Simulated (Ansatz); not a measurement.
# CH3FSSiZn: the cost of one run

Program: Ansatz 0.2.0. Level of theory: RKS r2SCAN-D4/def2-SVP. These are calculated values, not measurements.

## Step 1: The structure to begin with

Bond lengths: F1–C2 1.418 Å, C2–S3 1.773 Å, S3–Si4 2.171 Å, C2–Zn5 2.140 Å, Si4–Zn5 2.461 Å, C2–H6 1.089 Å, Si4–H7 1.466 Å, Si4–H8 1.472 Å. Angles: F1–C2–S3 109.1°, F1–C2–Zn5 88.5°, F1–C2–H6 106.3°, S3–C2–Zn5 96.2°, S3–C2–H6 109.7°, Zn5–C2–H6 143.2°, C2–S3–Si4 96.8°, S3–Si4–Zn5 78.0°, S3–Si4–H7 103.6°, S3–Si4–H8 107.5°, Zn5–Si4–H7 142.5°, Zn5–Si4–H8 109.0°, H7–Si4–H8 106.1°, C2–Zn5–Si4 79.8°.

Structure file:

```xyz
8

F    -0.1779    0.3150    1.8396
C     0.5895    1.0312    0.8864
S     1.2904   -0.1133   -0.2723
Si   -0.5861   -0.8076   -1.1135
Zn   -1.2136    1.3932   -0.2081
H     1.3851    1.5243    1.4426
H    -0.1796   -1.4841   -2.3495
H    -1.1077   -1.8588   -0.2252
```

## Step 2: Relaxing end A

Input file input.yaml:

```yaml
crystal:
  periodic: [false, false, false]
  atoms:
    - { symbol: F, position_ang: [-0.17787, 0.31501, 1.83963] }
    - { symbol: C, position_ang: [0.58947, 1.03124, 0.88637] }
    - { symbol: S, position_ang: [1.2904, -0.11325, -0.27226] }
    - { symbol: Si, position_ang: [-0.58615, -0.80758, -1.11354] }
    - { symbol: Zn, position_ang: [-1.21358, 1.39321, -0.20808] }
    - { symbol: H, position_ang: [1.38507, 1.5243, 1.44259] }
    - { symbol: H, position_ang: [-0.17961, -1.48411, -2.34949] }
    - { symbol: H, position_ang: [-1.10773, -1.85883, -0.22522] }
basis:
  gaussian: { orbitals: def2-SVP }
hamiltonian:
  xc: r2scan
  dispersion: d4
relax:
  f_tol: 0.02
  max_steps: 50
```

The run is started by

```sh
ansatz run input.yaml --threads 2 --pin off --max-ram 3072MiB --backend cpu --events-out ev --progress --plain --runs-dir out
```

Q: Estimate wall time and peak memory on 2 threads of Intel Xeon Platinum 8259CL at 2.50GHz (Skylake/Cascade Lake), shared host.

About 1.7 min, with a peak of 0.23 GiB.
